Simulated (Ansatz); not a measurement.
**C3H11AsSi: a ladder of functionals and wavefunction methods**

An exercise on one series of results from a longer session: the logs are not shown, and one member is left open.

Method: functionals in def2-TZVPP, the program's frozen cores in correlated methods; program: Ansatz 0.2.0, Gaussian basis.

Plan: LDA (SPW92), PBE-D4, revPBE-D4, BLYP-D4, r2SCAN-D4, B97M-V, PBE0-D4, B3LYP-D4, r2SCANh-D4, r2SCAN0-D4, HSE06-D4, BHLYP-D4, CAM-B3LYP-D4, LC-ωPBE, ωB97X-V, ωB97M-V, B2PLYP, PBE-QIDH; CCSD(T)/def2-SVP; MP2/def2-TZVPP; MP2/def2-QZVPP; RPA on PBE.

**Structure used throughout**

All runs share one geometry, relaxed beforehand with PBE0-D4 in a triple-zeta def2 set.

SMILES `CC(C)[AsH][SiH3]`, 16 atoms, charge 0, spin multiplicity 1.

Atoms are counted from 1 here; the program's logs count them from 0.

Bond lengths: C1–C2 1.516 Å, C1–H6 1.096 Å, C1–H7 1.094 Å, C1–H8 1.092 Å, C2–C3 1.521 Å, C2–As4 1.998 Å, C2–H9 1.096 Å, C3–H10 1.092 Å, C3–H11 1.095 Å, C3–H12 1.094 Å, As4–Si5 2.361 Å, As4–H13 1.526 Å, Si5–H14 1.488 Å, Si5–H15 1.489 Å, Si5–H16 1.487 Å. Angles: C2–C1–H6 110.4°, C2–C1–H7 111.0°, C2–C1–H8 112.5°, H6–C1–H7 107.6°, H6–C1–H8 107.6°, H7–C1–H8 107.6°, C1–C2–C3 111.6°, C1–C2–As4 115.1°, C1–C2–H9 109.4°, C3–C2–As4 107.9°, C3–C2–H9 108.9°, As4–C2–H9 103.5°, C2–C3–H10 112.0°, C2–C3–H11 110.4°, C2–C3–H12 111.0°, H10–C3–H11 108.0°, H10–C3–H12 107.8°, H11–C3–H12 107.4° and more.

Set-up of the first run:

The input, in.yaml:

```yaml
crystal:
  periodic: [false, false, false]
  atoms:
    - {symbol: C, position_ang: [0.596136, -1.231030, -0.261370]}
    - {symbol: C, position_ang: [0.803375, 0.246845, 0.007099]}
    - {symbol: C, position_ang: [1.808510, 0.856957, -0.957875]}
    - {symbol: As, position_ang: [-0.855251, 1.359462, -0.049578]}
    - {symbol: Si, position_ang: [-2.266161, 0.051183, 1.319239]}
    - {symbol: H, position_ang: [1.554308, -1.761890, -0.232098]}
    - {symbol: H, position_ang: [0.158911, -1.391326, -1.250930]}
    - {symbol: H, position_ang: [-0.063312, -1.699820, 0.471380]}
    - {symbol: H, position_ang: [1.167674, 0.383331, 1.031319]}
    - {symbol: H, position_ang: [1.986115, 1.914178, -0.749724]}
    - {symbol: H, position_ang: [2.767736, 0.333140, -0.892411]}
    - {symbol: H, position_ang: [1.459727, 0.773713, -1.991615]}
    - {symbol: H, position_ang: [-1.405860, 0.757954, -1.339450]}
    - {symbol: H, position_ang: [-2.504147, -1.336347, 0.838251]}
    - {symbol: H, position_ang: [-1.652182, -0.020420, 2.673709]}
    - {symbol: H, position_ang: [-3.578481, 0.741670, 1.428456]}
basis:
  gaussian: {orbitals: def2-TZVPP}
hamiltonian: {xc: lda}
output: {orbitals: {seedname: orbitals}}
```

On the command line:

```
$ ansatz run in.yaml --threads 4 --pin off --events-out ev --progress --plain --max-ram 11315MiB
```

Steps of the session up to this table: LDA; PBE-D4 (GGA); revPBE-D4 (GGA); BLYP-D4 (GGA); r2SCAN-D4 (meta-GGA); B97M-V (meta-GGA); B3LYP-D4 (hybrid); r2SCANh-D4 (hybrid); r2SCAN0-D4 (hybrid); HSE06-D4 (hybrid); BHLYP-D4 (hybrid); CAM-B3LYP-D4 (range-separated); LC-ωPBE (range-separated); ωB97X-V (range-separated); ωB97M-V (range-separated); B2PLYP (double hybrid); PBE-QIDH (double hybrid).

One of the session's tables, all rows but one given; the rest of the session is left out.

It belongs to the step «Frontier levels by functional». 

```
  functional  HOMO (eV)  gap (eV)
 LDA (SPW92)      -5.98      5.07
      PBE-D4      -5.85      5.18
   revPBE-D4          ?         ?
     BLYP-D4      -5.71      5.16
   r2SCAN-D4      -6.08      5.68
      B97M-V      -6.19      5.62
     PBE0-D4      -6.89      7.03
    B3LYP-D4      -6.69      6.64
  r2SCANh-D4      -6.47      6.35
  r2SCAN0-D4      -7.04      7.35
    HSE06-D4      -6.50      6.27
    BHLYP-D4      -7.80      8.80
CAM-B3LYP-D4      -8.12      9.25
     LC-ωPBE      -9.41     11.66
     ωB97X-V      -9.09     11.20
     ωB97M-V      -8.98     10.80
```

**Question.** Estimate the row for revPBE-D4.

As computed: HOMO (eV): -5.80; gap (eV): 5.23. In the column «HOMO (eV)» it lies between PBE-D4 (-5.85) and BLYP-D4 (-5.71).
